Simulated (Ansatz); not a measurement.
# Li3Ta2O: the cost of one run

Computed with Ansatz 0.2.0 (DFT PBE, scalar-relativistic, plane waves, PAW, unless a step's input says otherwise).

### 1 The structure to begin with

Symmetry: R-3m, No. 166, trigonal system. The conventional cell has a = 5.096 Å, b = 5.096 Å, c = 9.987 Å, α = 90.00°, β = 90.00°, γ = 120.00°. Li (site symmetry 2/m) has 2 Ta at 2.12 Å and 2 O at 2.22 Å as nearest neighbours. Ta (site symmetry 3m) has 3 Li at 2.12 Å as nearest neighbours. Around O (site symmetry -3m) lie 6 Li at 2.22 Å.

As a file:

```
Li Ta O
1.0
     2.54781    1.47098    3.32886
    -2.54781    1.47098    3.32886
     0.00000   -2.94195    3.32886
Li Ta O
3 2 1
Direct
  0.50000 0.50000 0.00000
  0.00000 0.50000 0.50000
  0.50000 0.00000 0.50000
  0.18072 0.18072 0.18072
  0.81928 0.81928 0.81928
  0.50000 0.50000 0.50000
```

A structure generator made this guess: random cell by space group and Wyckoff sites (R-3m, No. 166). Lengths come from tabulated atomic sizes and are only a guess.

### 2 The guess as it stands, on a coarse mesh

Contents of input.yaml:

```yaml
crystal:
  lattice:
    - [2.54780569, 1.4709763, 3.32885964]
    - [-2.54780569, 1.4709763, 3.32885964]
    - [0.0, -2.9419526, 3.32885964]
  atoms:
    - { symbol: Li, position: [0.5, 0.5, 0.0] }
    - { symbol: Li, position: [0.0, 0.5, 0.5] }
    - { symbol: Li, position: [0.5, 0.0, 0.5] }
    - { symbol: Ta, position: [0.18071894, 0.18071894, 0.18071894] }
    - { symbol: Ta, position: [0.81928106, 0.81928106, 0.81928106] }
    - { symbol: O, position: [0.5, 0.5, 0.5] }
basis:
  ecutwfc: 420
kpoints:
  mp_grid: { grid: [6, 6, 6] }
hamiltonian:
  xc: pbe
scf:
  occupations: { method: gaussian, width: 0.1 }
  lower_state_search: "off"
output:
  forces: true
  stress: true
  eigenvalues: true
```

The run is started by

```sh
ansatz run input.yaml --threads 1 --pin off --max-ram 2560MiB --backend cpu --events-out ev --progress --plain --runs-dir out
```

Q: Estimate wall time and peak memory on 1 thread of Arm Neoverse N1, shared host.

About 5.8 s, with a peak of 0.4 GiB.
